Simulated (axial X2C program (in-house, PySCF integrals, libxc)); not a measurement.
# A two-component session on TiB⁻: properties at the nuclei

Aim: properties at the nuclei of TiB⁻, with spin–orbit coupling in the Hamiltonian from the start.

Method: two-component X2C with atomic mean-field terms, Ti dyall-acv3z, B dyall-av3z; program: an in-house X2C program for linear molecules on PySCF integrals.

All values are calculated.

## (1) Input

The input, task.json:

```json
{"zs": [22, 5], "q": -1, "bas": ["dyall-acv3z", "dyall-av3z"], "r0": 2.21, "levels": ["PBE0", "HF", "TPSSh", "r2SCAN", "B3LYP"], "nst": 3}
```

Keys: zs atomic numbers; q charge; bas basis sets; r0 starting distance in Å; levels methods (HF also brings MP2); nst determinants followed.

Launch:

```bash
$ python soeom.py task.json out
```

After this run come: Expectation values, lowest determinant; Expectation values, a higher determinant; Expectation values, a higher determinant.

Before running it: what results should come out? Wanted: lowest determinant; Eeff magnitude; Ws magnitude Ti; A∥/gI Ti; qzz Ti; higher determinant (for each run or level that gives them).

The runs gave:

| quantity | value |
| --- | --- |
| lowest determinant | Ω = 2 (excess of +ω over −ω: 2 × ω = -1/2, 2 × ω = 3/2) |
| Eeff magnitude (GV/cm), PBE0 | 0.128 |
| Ws magnitude Ti (kHz), PBE0 | 0.0233 |
| A∥/gI Ti (MHz), PBE0 | 116 |
| qzz Ti (a.u.), PBE0 | -0.33 |
| higher determinant | Ω = 2 (excess of +ω over −ω: ω = 1/2, ω = 3/2) |
| Eeff magnitude (GV/cm), PBE0, higher determinant | 0.135 |
| Ws magnitude Ti (kHz), PBE0, higher determinant | 0.0329 |
| A∥/gI Ti (MHz), PBE0, higher determinant | 127 |
| qzz Ti (a.u.), PBE0, higher determinant | -1.89 |
| higher determinant | Ω = 1 (excess of +ω over −ω: ω = -1/2, ω = 3/2) |
| Eeff magnitude (GV/cm), PBE0, higher determinant | 0.121 |
| Ws magnitude Ti (kHz), PBE0, higher determinant | 0.0667 |
| A∥/gI Ti (MHz), PBE0, higher determinant | 96.5 |
| qzz Ti (a.u.), PBE0, higher determinant | -2.28 |

In words: In the first state, the effective field runs from 0.0529 to 0.465 GV/cm over the mean-field levels, so the levels don't agree on it. The expectation values come from single determinants, which for open shells can mix terms of unlike spin or miss the lowest Ω, so a determinant need not be a state. Eeff is the effective electric field on the electron dipole moment in this Ω state and Ws the scalar–pseudoscalar constant (defined with the proton number Z and per Ω); A∥ is the parallel hyperfine constant, which follows by multiplying with the nuclear g factor gI = μI/(I μN); qzz is the electric field gradient, eQq0 = 234.96 MHz × Q/barn × qzz. The operators were transformed with the bare-nucleus X2C matrices. A second determinant lies within 0.1 eV of the first, so their order is not settled at this level.
